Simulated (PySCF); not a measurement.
**SeCd2: changing the method**

Starting from one script, swap the method and compare what comes out for SeCd2.

Computed with PySCF 2.14.0. Level: method and basis as typed in the scripts.

3 further runs of the same task are left out: 3 that didn't finish.

### 1 Starting geometry

SeCd2: 3 atoms, charge 0, spin multiplicity 1.

Bond lengths: Se1–Cd2 2.597 Å, Se1–Cd3 2.597 Å. Angles: Cd2–Se1–Cd3 180.0°.

### 2 The run that the others are compared with

input.py reads:

```python
from pyscf import gto, scf, tdscf

mol = gto.M(
    atom='Se 0 0 0; Cd 0 0 2.5967; Cd 0 0 -2.5967',
    basis='def2-svp',
    ecp={'Cd': 'def2-svp'},
    charge=0,
    spin=0,
    symmetry=True,
    verbose=3,
)
mf = scf.RHF(mol)
mf.kernel()
td = tdscf.TDA(mf)
td.nstates = 6
td.kernel()
td.analyze(verbose=3)
mf.dip_moment()
print('orbital energies (hartree):', mf.mo_energy[..., max(0, mol.nelec[1]-3):mol.nelec[0]+3].round(4))
```

Command:

```console
$ OMP_NUM_THREADS=1 python input.py
```

### 3 UHF

Edit 1 changes SCF type: RHF → UHF.

Changes to input.py since step 2:

```diff
@@ -11,3 +11,3 @@
 )
-mf = scf.RHF(mol)
+mf = scf.UHF(mol)
 mf.kernel()
@@ -18,2 +18,2 @@
 mf.dip_moment()
-print('orbital energies (hartree):', mf.mo_energy[..., max(0, mol.nelec[1]-3):mol.nelec[0]+3].round(4))
+print('orbital energies (hartree):', [e[max(0, n-3):n+3].round(4) for e, n in zip(mf.mo_energy, mol.nelec)])
```

### 4 Number of roots 2

Edit 2 changes number of roots: 6 → 2.

Changes to input.py since step 2:

```diff
@@ -14,3 +14,3 @@
 td = tdscf.TDA(mf)
-td.nstates = 6
+td.nstates = 2
 td.kernel()
```

### 5 MP2

Edit 3 changes step after the SCF: tda → mp2.

Changes to input.py since step 2:

```diff
@@ -1,2 +1,2 @@
-from pyscf import gto, scf, tdscf
+from pyscf import gto, scf, mp
 
@@ -13,6 +13,3 @@
 mf.kernel()
-td = tdscf.TDA(mf)
-td.nstates = 6
-td.kernel()
-td.analyze(verbose=3)
+mp.MP2(mf).kernel()
 mf.dip_moment()
```

What does the calculation give? Wanted: for each run, E(SCF); from base; SCF dipole; after the SCF.

As calculated:

```csv
run,E(SCF) (hartree),from base (eV),SCF dipole (D),after the SCF
base,-2733.209502,0,0.00,lowest root found 1.46 eV
UHF,-2733.209502,0.0000,0.00,lowest root found 0.92 eV
number of roots 2,-2733.209502,0.0000,0.00,lowest root found 1.46 eV
MP2,-2733.209502,0.0000,0.00,MP2 correlation -27.756 eV
```

In words: The SCF energy stays the same, to the digits that matter, with UHF.
